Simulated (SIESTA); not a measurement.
# DyAgB4F16 (P1) in SIESTA: convergence with real-space mesh cutoff

Aim: find how far real-space mesh cutoff must go before the results for DyAgB4F16 settle, at PBE. This setting moves, with any that are tied to it; all else stays.

All numbers are computed with SIESTA 5.4.2; they aren't measurements. Logs are shortened: lines on timing, memory, paths and dates and some standing lists are left out, and cuts for length are marked.

## Step 1: The structure

The typed cell holds 22 atoms: a = 5.407 Å, b = 6.876 Å, c = 9.519 Å, α = 80.98°, β = 87.30°, γ = 90.07°.

The cell was built by a generator and needn't be a form met in nature.

## Step 2: With real-space mesh cutoff 100 Ry

DyAgB4F16.fdf

```
SystemName                      DyAgB4F16
SystemLabel                     DyAgB4F16
NumberOfSpecies                 4
NumberOfAtoms                   22
%block ChemicalSpeciesLabel
  1  66 Dy
  2  47 Ag
  3   5 B
  4   9 F
%endblock ChemicalSpeciesLabel

LatticeConstant                 1.0 Ang
%block LatticeVectors
     5.4053900000    -0.1247800000    -0.0296000000
     0.1513200000     6.8721400000     0.1622500000
     0.5295900000     1.2588900000     9.4209700000
%endblock LatticeVectors
AtomicCoordinatesFormat         Fractional
%block AtomicCoordinatesAndAtomicSpecies
     0.5192600000     0.0275200000     0.4723800000  1  Dy
     0.0030800000     0.9624700000     0.9868400000  2  Ag
     0.9811900000     0.2151300000     0.3195900000  3  B
     0.5517800000     0.2268800000     0.7993000000  3  B
     0.4733700000     0.8134700000     0.2248100000  3  B
     0.9948600000     0.7388200000     0.6627200000  3  B
     0.1967400000     0.2406300000     0.3980900000  4  F
     0.9178100000     0.0073000000     0.3501200000  4  F
     0.0158600000     0.2805800000     0.1789600000  4  F
     0.7716200000     0.3023900000     0.3844900000  4  F
     0.4761400000     0.4101300000     0.8152200000  4  F
     0.8073300000     0.1978500000     0.8115500000  4  F
     0.4209300000     0.0742300000     0.8875400000  4  F
     0.5016300000     0.1984200000     0.6473300000  4  F
     0.2548100000     0.7542000000     0.1764500000  4  F
     0.4671800000     0.0264000000     0.2292800000  4  F
     0.4926700000     0.7381600000     0.3764800000  4  F
     0.6804700000     0.7664400000     0.1483500000  4  F
     0.0044300000     0.5747800000     0.6020000000  4  F
     0.1981100000     0.8767200000     0.5992800000  4  F
     0.0041900000     0.7167900000     0.8076400000  4  F
     0.7665500000     0.8507100000     0.6215800000  4  F
%endblock AtomicCoordinatesAndAtomicSpecies

%block kgrid.MonkhorstPack
    5   0   0  0.0
    0   4   0  0.0
    0   0   3  0.0
%endblock kgrid.MonkhorstPack
XC.Functional                   GGA
XC.Authors                      PBE
PAO.BasisSize                   DZP
PAO.EnergyShift                 0.003 Ry
Mesh.Cutoff                     100 Ry
Spin                            polarized
%block DM.InitSpin
    1   5.000
    2   0.000
    3   0.000
    4   0.000
    5   0.000
    6   0.000
    7   0.000
    8   0.000
    9   0.000
   10   0.000
   11   0.000
   12   0.000
   13   0.000
   14   0.000
   15   0.000
   16   0.000
   17   0.000
   18   0.000
   19   0.000
   20   0.000
   21   0.000
   22   0.000
%endblock DM.InitSpin
OccupationFunction              FD
ElectronicTemperature           0.05 eV
MaxSCFIterations                200
SCF.MustConverge                false
SCF.Mixer.Method                Pulay
SCF.Mixer.Weight                0.1
SCF.Mixer.History               10
SCF.DM.Tolerance                5.0e-05
SCF.H.Tolerance                 1.0e-03 eV
WriteForces                     true
Charge.Mulliken                 end
%block SyntheticAtoms
  1
  6 6 5 5
  2.0 0.0 1.0 0.0
%endblock SyntheticAtoms
%block PAO.Basis
  Dy 5
  n=5 0 2
    3.590 0.000
  n=6 0 2
    8.808 0.000
  n=5 1 2
    4.325 0.000
  n=6 1 1
    8.808
  n=5 2 2
    8.616 0.000
  Ag 5
  n=4 0 2
    2.721 0.000
  n=5 0 2
    7.985 0.000
  n=4 1 2
    3.101 0.000
  n=5 1 1
    7.985
  n=4 2 2
    5.129 0.000
%endblock PAO.Basis
Diag.ParallelOverK              true
```

Potentials or basis: PseudoDojo 0.4 standard with PseudoDojo 3+ lanthanides (4f in the core) (PBE files), DZP (energy shift 0.003 Ry; two zetas on semicore shells).

The run is started by

```bash
$ mpirun -n 4 siesta DyAgB4F16.fdf > DyAgB4F16.out 2>&1
```

Wall time 33 s (4 MPI ranks of AMD EPYC 7R43 (Zen 3), shared host); peak memory 0.26 GiB.

The run converged. Its results:

```yaml
Free_energy: -16474.4516 eV
Pressure: 0.7 GPa
Band_gap_on_the_k_mesh: 4.31 eV, indirect (least direct gap 4.33 eV)
Net_moment: 0.00 μB per cell
```

## Step 3: With real-space mesh cutoff 150 Ry

Edit DyAgB4F16.fdf of step 2 so:

```diff
@@ -52,3 +52,3 @@
 PAO.EnergyShift                 0.003 Ry
-Mesh.Cutoff                     100 Ry
+Mesh.Cutoff                     150 Ry
 Spin                            polarized
```

Potentials or basis: PseudoDojo 0.4 standard with PseudoDojo 3+ lanthanides (4f in the core) (PBE files), DZP (energy shift 0.003 Ry; two zetas on semicore shells).

The run is started by

```bash
$ mpirun -n 4 siesta DyAgB4F16.fdf > DyAgB4F16.out 2>&1
```

Wall time 35 s (4 MPI ranks of AMD EPYC 7R43 (Zen 3), shared host); peak memory 0.27 GiB.

It converged, with:

```yaml
Free_energy: -16474.3941 eV
Pressure: 0.6 GPa
Band_gap_on_the_k_mesh: 4.31 eV, indirect (least direct gap 4.33 eV)
Net_moment: 0.00 μB per cell
```

## Step 4: With real-space mesh cutoff 200 Ry

Edit DyAgB4F16.fdf of step 3 so:

```diff
@@ -52,3 +52,3 @@
 PAO.EnergyShift                 0.003 Ry
-Mesh.Cutoff                     150 Ry
+Mesh.Cutoff                     200 Ry
 Spin                            polarized
```

The run is started by

```bash
$ mpirun -n 4 siesta DyAgB4F16.fdf > DyAgB4F16.out 2>&1
```

It took 38 s on 4 MPI ranks of AMD EPYC 7R43 (Zen 3), shared host; peak memory 0.28 GiB.

It converged, with:

```
Free energy            : -16474.3755 eV
Pressure               : 0.6 GPa
Largest force          : 0.590 eV/Å
Band gap on the k mesh : 4.31 eV, indirect (least direct gap 4.33 eV)
Net moment             : 0.00 μB per cell
```

## Step 5: With real-space mesh cutoff 300 Ry

Edit DyAgB4F16.fdf of step 4 so:

```diff
@@ -52,3 +52,3 @@
 PAO.EnergyShift                 0.003 Ry
-Mesh.Cutoff                     200 Ry
+Mesh.Cutoff                     300 Ry
 Spin                            polarized
```

The run is started by

```bash
$ mpirun -n 4 siesta DyAgB4F16.fdf > DyAgB4F16.out 2>&1
```

Run time: 49 s. Hardware: 4 MPI ranks of AMD EPYC 7R43 (Zen 3), shared host; peak memory 0.3 GiB.

The run converged. Its results:

```yaml
Free_energy: -16474.3636 eV
Pressure: 0.6 GPa
Largest_force: 0.591 eV/Å
Band_gap_on_the_k_mesh: 4.31 eV, indirect (least direct gap 4.33 eV)
Net_moment: 0.00 μB per cell
```

## Step 6: With real-space mesh cutoff 400 Ry

Edit DyAgB4F16.fdf of step 5 so:

```diff
@@ -52,3 +52,3 @@
 PAO.EnergyShift                 0.003 Ry
-Mesh.Cutoff                     300 Ry
+Mesh.Cutoff                     400 Ry
 Spin                            polarized
```

Potentials or basis: PseudoDojo 0.4 standard with PseudoDojo 3+ lanthanides (4f in the core) (PBE files), DZP (energy shift 0.003 Ry; two zetas on semicore shells).

The run is started by

```bash
$ mpirun -n 4 siesta DyAgB4F16.fdf > DyAgB4F16.out 2>&1
```

It took 63 s on 4 MPI ranks of AMD EPYC 7R43 (Zen 3), shared host; peak memory 0.35 GiB.

Results (log left out):

```
Free energy            : -16474.3611 eV
Pressure               : 0.6 GPa
Largest force          : 0.587 eV/Å
Band gap on the k mesh : 4.31 eV, indirect (least direct gap 4.33 eV)
Net moment             : 0.00 μB per cell
```

## Step 7: With real-space mesh cutoff 500 Ry

Edit DyAgB4F16.fdf of step 6 so:

```diff
@@ -52,3 +52,3 @@
 PAO.EnergyShift                 0.003 Ry
-Mesh.Cutoff                     400 Ry
+Mesh.Cutoff                     500 Ry
 Spin                            polarized
```

The run is started by

```bash
$ mpirun -n 4 siesta DyAgB4F16.fdf > DyAgB4F16.out 2>&1
```

Run time: 73 s. Hardware: 4 MPI ranks of AMD EPYC 7R43 (Zen 3), shared host; peak memory 0.38 GiB.

Results (log left out):

* Free energy: -16474.3607 eV
* Pressure: 0.6 GPa
* Largest force: 0.591 eV/Å
* Band gap on the k mesh: 4.31 eV, indirect (least direct gap 4.33 eV)
* Net moment: 0.00 μB per cell

## Step 8: With real-space mesh cutoff 700 Ry

Edit DyAgB4F16.fdf of step 7 so:

```diff
@@ -52,3 +52,3 @@
 PAO.EnergyShift                 0.003 Ry
-Mesh.Cutoff                     500 Ry
+Mesh.Cutoff                     700 Ry
 Spin                            polarized
```

The run is started by

```bash
$ mpirun -n 4 siesta DyAgB4F16.fdf > DyAgB4F16.out 2>&1
```

Wall time 1.8 min (4 MPI ranks of AMD EPYC 7R43 (Zen 3), shared host); peak memory 0.48 GiB.

It converged, with:

- Free energy: -16474.3602 eV
- Pressure: 0.6 GPa
- Largest force: 0.587 eV/Å
- Band gap on the k mesh: 4.31 eV, indirect (least direct gap 4.33 eV)
- Net moment: 0.00 μB per cell

## Step 9: With real-space mesh cutoff 900 Ry

Edit DyAgB4F16.fdf of step 8 so:

```diff
@@ -52,3 +52,3 @@
 PAO.EnergyShift                 0.003 Ry
-Mesh.Cutoff                     700 Ry
+Mesh.Cutoff                     900 Ry
 Spin                            polarized
```

Potentials or basis: PseudoDojo 0.4 standard with PseudoDojo 3+ lanthanides (4f in the core) (PBE files), DZP (energy shift 0.003 Ry; two zetas on semicore shells).

The run is started by

```bash
$ mpirun -n 4 siesta DyAgB4F16.fdf > DyAgB4F16.out 2>&1
```

Wall time 2.5 min (4 MPI ranks of AMD EPYC 7R43 (Zen 3), shared host); peak memory 0.59 GiB.

Results (log left out):

| Property | Result |
| --- | --- |
| Free energy | -16474.3600 eV |
| Pressure | 0.6 GPa |
| Largest force | 0.589 eV/Å |
| Band gap on the k mesh | 4.31 eV, indirect (least direct gap 4.33 eV) |
| Net moment | 0.00 μB per cell |

## Step 10: With real-space mesh cutoff 1200 Ry

Edit DyAgB4F16.fdf of step 9 so:

```diff
@@ -52,3 +52,3 @@
 PAO.EnergyShift                 0.003 Ry
-Mesh.Cutoff                     900 Ry
+Mesh.Cutoff                     1200 Ry
 Spin                            polarized
```

Potentials or basis: PseudoDojo 0.4 standard with PseudoDojo 3+ lanthanides (4f in the core) (PBE files), DZP (energy shift 0.003 Ry; two zetas on semicore shells).

The run is started by

```bash
$ mpirun -n 4 siesta DyAgB4F16.fdf > DyAgB4F16.out 2>&1
```

DyAgB4F16.out:

```text
Version         : 5.4.2

[... 6 lines left out ...]
 NOTE: Please see the manual for full details and compatibility measures.

reinit: Reading from file DyAgB4F16.fdf

reinit: -----------------------------------------------------------------------
reinit: System Name: DyAgB4F16
reinit: -----------------------------------------------------------------------
reinit: System Label: DyAgB4F16
reinit: -----------------------------------------------------------------------

NOTE on units for spin output:
{S} is the spin magnetic moment, in units of the Bohr magneton,
assuming a g-factor for the electron spin of exactly 2.
The spin magnetic moment is then numerically equal to the charge inbalance,
in units of electrons, between the spin-up and -down channels.

initatom: Reading input for the pseudopotentials and atomic orbitals ----------
Species number:   1 Atomic number:   66 Label: Dy
Species number:   2 Atomic number:   47 Label: Ag
Species number:   3 Atomic number:    5 Label: B
Species number:   4 Atomic number:    9 Label: F

Ground state valence configuration (from tables):   6s02  6p00  5d00  4f10
Ground state valence configuration (from tables):   5s01  5p00  4d10  4f00
Ground state valence configuration (from tables):   2s02  2p01  3d00  4f00
Ground state valence configuration (from tables):   2s02  2p05  3d00  4f00
Dy: Ground state valence configuration (custom):   6s 2.00000  6p 0.00000  5d 1.00000  5f 0.00000
Number of species with custom GS valence config:  1

---- Processing specs for species: Dy
Reading pseudopotential information in PSML from:
  Dy.psml
PSML file version: 1.1
Using libxc ids:  101 130
GGA--PBE XC_GGA_X_PBE--XC_GGA_C_PBE pb
Semicore shell(s) with  8 electrons included in the valence for Dy

---- Processing specs for species: Ag
Reading pseudopotential information in PSML from:
  Ag.psml
PSML file version: 1.1
Using libxc ids:  101 130
GGA--PBE XC_GGA_X_PBE--XC_GGA_C_PBE pb
Semicore shell(s) with  8 electrons included in the valence for Ag

---- Processing specs for species: B
Reading pseudopotential information in PSML from:
  B.psml
PSML file version: 1.1
Using libxc ids:  101 130
GGA--PBE XC_GGA_X_PBE--XC_GGA_C_PBE pb

---- Processing specs for species: F
Reading pseudopotential information in PSML from:
  F.psml
PSML file version: 1.1
Using libxc ids:  101 130
GGA--PBE XC_GGA_X_PBE--XC_GGA_C_PBE pb

---- Pseudopotential check for Dy

Pseudized shells:
5s( 2.00) rc: 2.05
5p( 6.00) rc: 1.85
5d( 1.00) rc: 1.80
5f( 0.00) rc: 2.50
Valence configuration for ps generation: 5s:5p:5d:6s: Total charge:  11.000000
Semicore shell(s): 5s 5p

[... 1169 lines left out ...]
              0.001   0.000   0.001   0.001   0.002
   9  3.515   0.853   0.056   0.869   0.577   0.872   0.042   0.196   0.046
              0.000   0.001   0.002   0.001  -0.000
  10  3.577   0.902   0.026   0.893   0.874   0.752   0.007   0.031   0.089
              0.002   0.001  -0.000   0.000   0.000
  11  3.531   0.859   0.053   0.637   0.880   0.864   0.155   0.034   0.045
              0.001   0.001   0.000   0.000   0.001
  12  3.559   0.881   0.038   0.920   0.926   0.634   0.006  -0.003   0.154
             -0.000   0.000   0.001   0.001   0.001
  13  3.555   0.878   0.040   0.789   0.819   0.851   0.081   0.060   0.036
              0.001   0.001  -0.000   0.001  -0.001
[... 4 lines left out ...]
  16  3.600   0.917   0.017   0.664   0.967   0.969   0.134  -0.045  -0.027
             -0.000   0.000   0.001   0.001   0.001
  17  3.588   0.910   0.021   0.953   0.658   0.952  -0.033   0.139  -0.014
              0.001   0.001   0.001  -0.000   0.000
  18  3.531   0.861   0.051   0.882   0.803   0.691   0.028   0.075   0.137
              0.001   0.001  -0.000   0.001   0.000
  19  3.524   0.859   0.053   0.653   0.815   0.880   0.149   0.074   0.036
              0.001   0.002  -0.000   0.000   0.002
  20  3.599   0.913   0.015   0.866   0.916   0.791   0.031   0.000   0.065
              0.000   0.000  -0.000   0.000  -0.000
  21  3.534   0.863   0.050   0.902   0.586   0.894   0.020   0.187   0.029
              0.000   0.000   0.002   0.001   0.000
  22  3.597   0.913   0.016   0.883   0.941   0.745   0.021  -0.014   0.092
              0.000   0.000   0.000  -0.000   0.000

mulliken: Qtot =       77.000

mulliken: Spin DOWN

Species: Dy
Atom  Qatom  Qorb
               5s      5s      6s      6s      5py     5pz     5px     5py
               5pz     5px     6py     6pz     6px     5dxy    5dyz    5dz2
               5dxz    5dx2-y2 5dxy    5dyz    5dz2    5dxz    5dx2-y2
   1  4.571   0.969   0.029   0.105  -0.027   0.956   0.957   0.957   0.047
              0.048   0.048   0.044   0.027   0.018   0.053   0.051   0.020

              0.019   0.043   0.034   0.033   0.059   0.049   0.033

Species: Ag
Atom  Qatom  Qorb
               4s      4s      5s      5s      4py     4pz     4px     4py
               4pz     4px     5py     5pz     5px     4dxy    4dyz    4dz2
               4dxz    4dx2-y2 4dxy    4dyz    4dz2    4dxz    4dx2-y2
   2  9.214   0.984   0.016   0.127  -0.027   0.990   0.986   0.988   0.011
              0.015   0.013   0.040   0.044   0.042   0.971   0.964   0.973

              0.970   0.968   0.026   0.033   0.022   0.028   0.028

Species: B
Atom  Qatom  Qorb
               2s      2s      2py     2pz     2px     2py     2pz     2px
               3Pdxy   3Pdyz   3Pdz2   3Pdxz   3Pdx2-y2
   3  1.572   0.179   0.167   0.124  -0.008   0.189   0.172   0.336   0.118
              0.051   0.068   0.060   0.070   0.046
   4  1.531   0.108   0.215   0.035   0.179   0.079   0.291   0.112   0.224
              0.072   0.061   0.045   0.053   0.057
   5  1.558   0.178   0.170   0.131   0.116   0.017   0.167   0.182   0.307
              0.066   0.054   0.054   0.064   0.053
   6  1.532   0.100   0.220   0.059   0.049   0.203   0.255   0.273   0.087
              0.053   0.069   0.053   0.064   0.047

Species: F
Atom  Qatom  Qorb
               2s      2s      2py     2pz     2px     2py     2pz     2px
               3Pdxy   3Pdyz   3Pdz2   3Pdxz   3Pdx2-y2
   7  3.575   0.897   0.027   0.938   0.852   0.709  -0.010   0.047   0.113
              0.000   0.001  -0.001   0.001   0.000
   8  3.593   0.912   0.020   0.679   0.951   0.947   0.129  -0.019  -0.030
              0.001   0.000   0.001   0.001   0.002
   9  3.515   0.853   0.056   0.869   0.577   0.872   0.042   0.196   0.046
              0.000   0.001   0.002   0.001  -0.000
  10  3.577   0.902   0.026   0.892   0.874   0.752   0.007   0.031   0.089
              0.002   0.001  -0.000   0.000   0.000
  11  3.531   0.859   0.053   0.637   0.880   0.864   0.155   0.034   0.045
              0.001   0.001   0.000   0.000   0.001
  12  3.559   0.881   0.038   0.920   0.926   0.634   0.006  -0.003   0.154
             -0.000   0.000   0.001   0.001   0.001
  13  3.555   0.878   0.040   0.789   0.819   0.851   0.081   0.060   0.036
              0.001   0.001  -0.000   0.001  -0.001
[... 4 lines left out ...]
  16  3.600   0.917   0.017   0.664   0.967   0.969   0.134  -0.045  -0.027
             -0.000   0.000   0.001   0.001   0.001
  17  3.588   0.910   0.021   0.953   0.658   0.952  -0.033   0.139  -0.014
              0.001   0.001   0.001  -0.000   0.000
  18  3.531   0.861   0.051   0.882   0.803   0.691   0.028   0.075   0.137
              0.001   0.001  -0.000   0.001   0.000
  19  3.524   0.859   0.053   0.653   0.815   0.880   0.149   0.074   0.036
              0.001   0.002  -0.000   0.000   0.002
  20  3.599   0.913   0.015   0.866   0.916   0.791   0.031   0.000   0.065
              0.000   0.000  -0.000   0.000  -0.000
  21  3.534   0.863   0.050   0.902   0.586   0.894   0.020   0.187   0.029
              0.000   0.000   0.002   0.001   0.000
  22  3.597   0.913   0.016   0.883   0.941   0.745   0.021  -0.014   0.092
              0.000   0.000   0.000  -0.000   0.000

mulliken: Qtot =       77.000

Mulliken Atomic Populations:
Atom #   charge [q] valence [e]      Sz [e]  Species
     1     1.858797    9.141203    0.000037  Dy
     2     0.571058   18.428942    0.000000  Ag
     3    -0.144579    3.144579    0.000021  B
     4    -0.062010    3.062010    0.000006  B
     5    -0.116898    3.116898    0.000017  B
     6    -0.064317    3.064317    0.000009  B
     7    -0.149844    7.149844   -0.000009  F
     8    -0.186691    7.186691   -0.000010  F
     9    -0.029129    7.029129   -0.000001  F
    10    -0.154155    7.154155   -0.000012  F
    11    -0.062641    7.062641   -0.000000  F
    12    -0.118770    7.118770   -0.000000  F
[... 8 lines left out ...]
    21    -0.067543    7.067543   -0.000001  F
    22    -0.194803    7.194803   -0.000010  F
 Total     0.000000                0.000000

Job completed
```

Run time: 3.3 min. Hardware: 4 MPI ranks of AMD EPYC 7R43 (Zen 3), shared host; peak memory 0.78 GiB.

Results:

```
Free energy            : -16474.3599 eV
Pressure               : 0.6 GPa
Largest force          : 0.588 eV/Å
Band gap on the k mesh : 4.31 eV, indirect (least direct gap 4.33 eV)
Net moment             : 0.00 μB per cell
```

## Step 11: Summary

| real-space mesh cutoff | energy less the tightest run, at zero smearing (meV/atom) | pressure (GPa) | SCF cycles | CPU time (s) |
| --- | --- | --- | --- | --- |
| 100 Ry | -4.17 | 0.68 | 13 | 130 |
| 150 Ry | -1.55 | 0.63 | 13 | 140 |
| 200 Ry | -0.71 | 0.59 | 13 | 150 |
| 300 Ry | -0.17 | 0.59 | 13 | 200 |
| 400 Ry | -0.06 | 0.58 | 13 | 250 |
| 500 Ry | -0.04 | 0.58 | 13 | 290 |
| 700 Ry | -0.01 | 0.57 | 13 | 430 |
| 900 Ry | -0.01 | 0.58 | 13 | 600 |
| 1200 Ry | 0.00 | 0.58 | 13 | 790 |

Against the tightest run, the energy stays within 1 meV/atom from 200 Ry on; the pressure stays within 0.1 GPa from 150 Ry on. Values are those asked for, which the program may round to a finer grid. The tightest run that finished is the yardstick and may itself not be fully converged.

Caveats: the magnetic or orbital state may not be the lowest; short orbitals over semicore shells can move pressures by several GPa; spin-orbit coupling is left out, which moves the levels of the heavy elements; an odd mesh through Γ misses points on the zone boundary, where band edges often lie; the 4f electrons are frozen in the core as for a trivalent ion, so they carry no moment and show no levels; the basis of atomic orbitals isn't converged, which shifts pressures, moduli and gaps.
